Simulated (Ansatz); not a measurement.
# MnInCu: the cost of one run

Computed with Ansatz 0.2.0 (DFT PBE, scalar-relativistic, plane waves, PAW, unless a step's input says otherwise).

2 further runs of the same task are left out: 1 that didn't finish, 1 set aside as unsound or not needed.

**1. Starting point**

Symmetry: P6_3mc, No. 186, hexagonal system. The conventional cell has a = 4.613 Å, b = 4.613 Å, c = 6.032 Å, α = 90.00°, β = 90.00°, γ = 120.00°. Mn (site symmetry 3m) is surrounded by 3 Cu at 2.67 Å and 3 In at 2.67 Å and 2 Mn at 3.02 Å. In (site symmetry 3m) is surrounded by 5 Cu at 2.66 to 3.06 Å and 3 Mn at 2.67 Å. Around Cu (site symmetry 3m) lie 5 In at 2.66 to 3.06 Å and 3 Mn at 2.67 Å.

As a file:

```
Mn In Cu
1.0
     4.61331    0.00000    0.00000
    -2.30666    3.99524    0.00000
     0.00000    0.00000    6.03195
Mn In Cu
2 2 2
Direct
  0.00000 0.00000 0.68049
  0.00000 0.00000 0.18049
  0.33333 0.66667 0.70762
  0.66667 0.33333 0.20762
  0.33333 0.66667 0.20108
  0.66667 0.33333 0.70108
```

Recipe of the guess: random cell by space group and Wyckoff sites (P6_3mc, No. 186). Lengths come from tabulated atomic sizes and are only a guess.

**2. The guess as it stands, on a coarse mesh**

input.yaml reads:

```yaml
crystal:
  lattice:
    - [4.61331007, 0.0, 0.0]
    - [-2.30665503, 3.99524372, 0.0]
    - [0.0, 0.0, 6.03195373]
  atoms:
    - { symbol: Mn, position: [0.0, 0.0, 0.68049298], spin: 4.0 }
    - { symbol: Mn, position: [0.0, 0.0, 0.18049298], spin: 4.0 }
    - { symbol: In, position: [0.33333333, 0.66666667, 0.7076232] }
    - { symbol: In, position: [0.66666667, 0.33333333, 0.2076232] }
    - { symbol: Cu, position: [0.33333333, 0.66666667, 0.20107949] }
    - { symbol: Cu, position: [0.66666667, 0.33333333, 0.70107949] }
basis:
  ecutwfc: 420
kpoints:
  mp_grid: { grid: [6, 6, 4] }
hamiltonian:
  xc: pbe
scf:
  occupations: { method: gaussian, width: 0.1 }
  lower_state_search: "off"
output:
  forces: true
  stress: true
  eigenvalues: true
  populations: true
magnetization:
  spin_polarized: true
```

Run with:

```bash
ansatz run input.yaml --threads 4 --pin off --max-ram 8192MiB --backend cpu --events-out ev --progress --plain --runs-dir out
```

What time and memory should one allow on 4 threads of Intel Xeon at 2.70GHz, shared host?

About 22 s, with a peak of 0.63 GiB.
